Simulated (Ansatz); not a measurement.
This script makes a comparison of functionals at one structure of NbH2, space group Fm-3m with Ansatz's Python interface.

`xc_nbh2.py`
```python
'''One structure of NbH2 under several functionals.'''

import ansatz as az
import pandas as pd

config = {
    'ecut': 470,
    'occupations': 'Methfessel-Paxton',
    'width_ev': 0.1,
}

nbh2 = (
    az.Lattice.fcc(4.563)
    .space_group(225)
    .atom('Nb', [0.0, 0.0, 0.0])
    .atom('H', [0.25, 0.75, 0.75])
    .primitive()
)

model = (
    nbh2.calculation()
    .basis(config['ecut'])
    .kpoints(13)
    .occupations(config['occupations'], width=config['width_ev'])
    .stress()
)

rows = []
for value in ['pbesol', 'blyp', 'lda']:
    r = model.functional(value).run(threads=1, backend='cpu').report
    rows.append((value, r['free_energy_ev'] / len(r['lattice']['sites']), r['n_iterations'], sum(r['stress_gpa'][i][i] for i in range(3)) / 3, r['n_kpoints']))

table = pd.DataFrame(rows, columns=['functional', 'F/atom (eV)', 'iterations', 'P (GPa)', 'k-points'])
print(table.round(5).to_string(index=False))
```

Which functional puts this cell under the lowest pressure, and which under the highest?

From lowest to highest: LDA (-8.2 GPa), PBEsol (-5.4 GPa) and BLYP (6.5 GPa). At a fixed cell a lower pressure usually means a smaller equilibrium volume, so LDA prefers the smallest cell and BLYP the largest.

The run itself:

```console
$ python xc_nbh2.py
functional  F/atom (eV)  iterations  P (GPa)  k-points
    pbesol  -1509.23058           5 -5.39726        84
      blyp  -1532.48087           6  6.50689        84
       lda  -1491.61459           5 -8.17330        84
```

Notes:
- The run is spin-unpolarised.
- BLYP can be off by several per cent in the lattices of metals, and by several GPa in the pressure at a fixed cell.
- Pressure is positive in compression.
- The starting cell is as deposited in a crystallographic database; the results hold for this polymorph, which needn't be the stable one.
- Total energies of different functionals can't be compared; pressures, moments and gaps at this one structure can.
- Finished in 5.7 s on 1 thread of Intel(R) Xeon(R) Platinum 8259CL CPU @ 2.50GHz (Skylake/Cascade Lake), on a shared host, peak memory 0.44 GiB.
